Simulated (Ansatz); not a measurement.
**Cl₂H₃NSn: small, medium and large basis sets**

One table from this session's results is given with a row withheld; the runs are named, their logs left out.

Program: Ansatz 0.2.0, Gaussian basis. Level of theory: one geometry, several basis sets. These are calculated values, not measurements.

Levels to be run: PBE0-D4/def2-SVP; ωB97M-V/def2-SVP; PBE0-D4/def2-QZVPP; ωB97M-V/def2-QZVPP; the functionals' def2-TZVPP values are taken from earlier runs.

### The geometry

All runs share one geometry, relaxed beforehand with PBE0-D4 in a triple-zeta def2 set. Sn takes the def2 core potential; no spin-orbit term is included.

SMILES `[NH2][SnH]([Cl])[Cl]`, 7 atoms, charge 0, spin multiplicity 1.

Atoms are counted from 1 here; the program's logs count them from 0.

Bond lengths: N1–Sn2 2.000 Å, N1–H5 1.012 Å, N1–H6 1.012 Å, Sn2–Cl3 2.312 Å, Sn2–Cl4 2.312 Å, Sn2–H7 1.701 Å. Angles: Sn2–N1–H5 114.2°, Sn2–N1–H6 114.1°, H5–N1–H6 109.1°, N1–Sn2–Cl3 104.8°, N1–Sn2–Cl4 104.7°, N1–Sn2–H7 121.9°, Cl3–Sn2–Cl4 109.6°, Cl3–Sn2–H7 107.7°, Cl4–Sn2–H7 107.8°.

The first run:

Contents of in.yaml:

```yaml
crystal:
  periodic: [false, false, false]
  atoms:
    - {symbol: N, position_ang: [-0.710587, 1.087626, 0.147927]}
    - {symbol: Sn, position_ang: [0.396999, -0.559454, -0.094331]}
    - {symbol: Cl, position_ang: [0.725155, -1.370441, 2.045555]}
    - {symbol: Cl, position_ang: [-0.960976, -2.010480, -1.275399]}
    - {symbol: H, position_ang: [-0.273610, 1.800360, 0.717764]}
    - {symbol: H, position_ang: [-1.026881, 1.503464, -0.718562]}
    - {symbol: H, position_ang: [1.911000, -0.518975, -0.868754]}
basis:
  gaussian: {orbitals: def2-SVP}
hamiltonian: {xc: pbe0, dispersion: d4}
output: {orbitals: {seedname: orbitals}}
```

Command:

```
> ansatz run in.yaml --threads 4 --pin off --events-out ev --progress --plain --max-ram 10444MiB
```

Steps of the session up to this table: PBE0-D4 in def2-SVP; ωB97M-V in def2-SVP; PBE0-D4 in def2-QZVPP; ωB97M-V in def2-QZVPP.

One of the session's tables, all rows but one given; the rest of the session is left out.

```
functional       basis  HOMO (eV)
   PBE0-D4    def2-SVP      -7.88
   PBE0-D4  def2-TZVPP          ?
   PBE0-D4  def2-QZVPP      -8.15
   ωB97M-V    def2-SVP     -10.19
   ωB97M-V  def2-TZVPP     -10.45
   ωB97M-V  def2-QZVPP     -10.50
```

Estimate the missing values for PBE0-D4, def2-TZVPP.

**Answer.** HOMO (eV): -8.11. In the column «HOMO (eV)» it lies between PBE0-D4, def2-QZVPP (-8.15) and PBE0-D4, def2-SVP (-7.88).
